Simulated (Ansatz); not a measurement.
Here is an Ansatz input file for HgTe, space group I-4m2. Write the same calculation for the Python package.

```yaml
crystal:
  lattice:
    - [-3.045603, 3.045603, 1.55941]
    - [3.045603, -3.045603, 1.55941]
    - [3.045603, 3.045603, -1.55941]
  atoms:
    - { symbol: Hg, position: [0.25, 0.75, 0.5] }
    - { symbol: Te, position: [0.0, 0.0, 0.0] }
kpoints:
  mp_grid:
    grid: [6, 6, 6]
hamiltonian:
  xc: pbesol
scf:
  occupations:
    method: fermi_dirac
    width: 0.05
phonons:
  method: fd
  supercell: [2, 2, 2]
  amplitude: 0.03
  qpath:
    path:
      - [0.0, 0.0, 0.0]
      - [-0.5, 0.5, 0.0]
      - [-0.5, 0.5, 0.5]
      - [0.0, 0.0, 0.0]
      - [-0.31554, -0.31554, 0.31554]
    npoints: 8
  temperatures:
    t_min: 0.0
    t_max: 1000.0
    t_step: 100.0
```

`hgte_phonons.py`:
```python
# -*- coding: utf-8 -*-
from pathlib import Path

import ansatz
import numpy as np


def main():
    xtal = (
        ansatz.Lattice.of((-3.045603, 3.045603, 1.55941), (3.045603, -3.045603, 1.55941), (3.045603, 3.045603, -1.55941))
        .atom("Hg", (0.25, 0.75, 0.5))
        .atom("Te", (0.0, 0.0, 0.0))
    )
    path = [
        ("G", (0.0, 0.0, 0.0)),
        ("X", (-0.5, 0.5, 0.0)),
        ("M", (-0.5, 0.5, 0.5)),
        ("G", (0.0, 0.0, 0.0)),
        ("Z", (-0.31554, -0.31554, 0.31554)),
    ]

    base = (
        xtal.calculation()
        .functional("pbesol")
        .occupations("fermi_dirac", width=0.05)
        .kpoints(6, 6, 6)
        .phonons("fd", supercell=2, amplitude=0.03, path=[q for _, q in path], intervals=8, temperatures=(0, 1000, 100))
    )
    outcome = base.run(threads=1, pin="off", runs_dir="phonon_runs")
    folder = Path(outcome.output_folder) / "results"
    ph = outcome.phonons

    for mode, w in enumerate(ph.gamma_omega_inv_cm, start=1):
        print(f"Gamma mode {mode:2d}: {w:8.1f} 1/cm  {w / 33.35641:7.3f} THz")
    print(f"{ph.n_members} displaced supercells, sum-rule residual {ph.asr_residual_pre_ev_ang2:.1e} eV/A^2")
    table = np.loadtxt(folder / "phbands.tsv", comments="#")
    n_modes = len(ph.gamma_omega_inv_cm)
    omega = table[:, 1 : 1 + n_modes]
    print("q distance and wavenumbers (1/cm)")
    for row in table[::2]:
        print(f"{row[0]:7.3f}", " ".join(f"{v:7.1f}" for v in row[1 : 1 + n_modes]))
    print(f"lowest {omega.min():.1f}, highest {omega.max():.1f} 1/cm on the path;", "unstable" if omega.min() < -10 else "no imaginary branch")
    sums = ph.harmonic_sums
    print(f"zero-point energy {1000 * sums.zero_point_energy_ev:.2f} meV per cell")
    t, f_vib = np.asarray(sums.temperatures_k), np.asarray(sums.vibrational_free_energy_ev)
    for temperature, value in zip(t, f_vib):
        print(f"T = {temperature:6.0f} K   F_vib = {1000 * value:9.2f} meV per cell")


if __name__ == "__main__":
    main()
```

```console
$ python hgte_phonons.py
DeckWarning: basis.ecutwfc = 420 eV, auto-derived from the records' recommended cutoffs: set by Hg (normal level)
DeckWarning: phonons: the dynamical matrix that this run interpolates holds no multipole term above the dipole-dipole one, and a site of this crystal is no centre of inversion, so its interpolated [...]
RunWarning: the harmonic batch is taken at displacements of 0.015 Å and a dr2 threshold of 1.0e-9 eV from here on, in place of the typed 0.03 Å and 1.0e-9 eV, a step that its levels, its solves or [...]
RunWarning: on the 22×22×14 q-mesh 2913 entries of the irreducible table, 1.701e0 modes per cell, the lowest at -61.84 cm⁻¹, stand at or below zero and are read as no rigid motion or as one in doubt: [...]
Gamma mode  1:      0.0 1/cm    0.000 THz
Gamma mode  2:      0.0 1/cm    0.000 THz
Gamma mode  3:      0.0 1/cm    0.000 THz
Gamma mode  4:      7.6 1/cm    0.227 THz
Gamma mode  5:     74.7 1/cm    2.239 THz
Gamma mode  6:     74.7 1/cm    2.239 THz
2 displaced supercells, sum-rule residual 2.0e-04 eV/A^2
q distance and wavenumbers (1/cm)
  0.000     0.0     0.0     0.0     7.6    74.7    74.7
  0.182    -7.8     9.5    13.9    18.4    72.0    73.5
  0.365    -9.9    18.9    25.5    31.5    64.8    70.0
  0.547   -11.7    27.9    34.6    42.0    55.3    64.8
  0.729   -12.4    33.4    37.9    47.5    49.2    60.9
  0.912   -10.5    28.8    40.7    42.8    56.6    68.6
  1.094    -3.1    26.5    34.7    42.7    72.9    79.3
  1.276     9.8    26.3    28.7    44.3    85.6    87.4
  1.459    12.0    26.4    26.4    45.0    90.3    90.3
  1.717     7.0    28.0    28.0    43.4    73.4    92.3
  1.975   -14.0    24.8    28.0    35.5    49.0    91.1
  2.232   -14.1    13.3    20.4    21.9    62.0    81.1
  2.490     0.0     0.0     0.0     7.6    74.7    74.7
  2.808   -26.6   -12.3   -12.3    26.9    71.4    71.4
  3.126   -47.1   -20.0   -20.0    47.3    64.6    64.6
  3.444   -54.3   -18.2   -18.2    57.0    61.6    61.6
  3.762   -45.0     8.8     8.8    54.3    68.8    68.8
lowest -54.3, highest 92.8 1/cm on the path; unstable
zero-point energy 12.46 meV per cell
T =      0 K   F_vib =     12.46 meV per cell
T =    100 K   F_vib =    -18.63 meV per cell
T =    200 K   F_vib =    -89.85 meV per cell
T =    300 K   F_vib =   -180.18 meV per cell
T =    400 K   F_vib =   -283.03 meV per cell
T =    500 K   F_vib =   -395.22 meV per cell
T =    600 K   F_vib =   -514.85 meV per cell
T =    700 K   F_vib =   -640.67 meV per cell
T =    800 K   F_vib =   -771.80 meV per cell
T =    900 K   F_vib =   -907.57 meV per cell
T =   1000 K   F_vib =  -1047.46 meV per cell
```
(Warnings from the package without file and line, shortened.)

Reading the output:
- The cell isn't relaxed first, so the values belong to this volume.
- For a metal this mesh is far too coarse, so the numbers only illustrate the procedure.
- Spin-orbit coupling, which matters for elements this heavy, is left out.
- No non-analytic term is added, so at the zone centre the longitudinal optical modes of a polar crystal aren't split off.
- Some modes are imaginary (printed negative) at these settings, from an unstable structure or from unconverged force constants, so sums over modes carry no meaning.
- The structure comes from a database of computed cells and needn't be a stable or known phase.
- The structure is taken as given and the supercell is small; imaginary modes can come from an unrelaxed or unstable start.
- Run time: 8.5 min on 1 thread of Arm Neoverse V2, on a shared host, peak memory 1.5 GiB.

(A comment or docstring line of the script was reworded after the run, the code is as it ran; lines on the test bed's own set-up are left out of the output.)
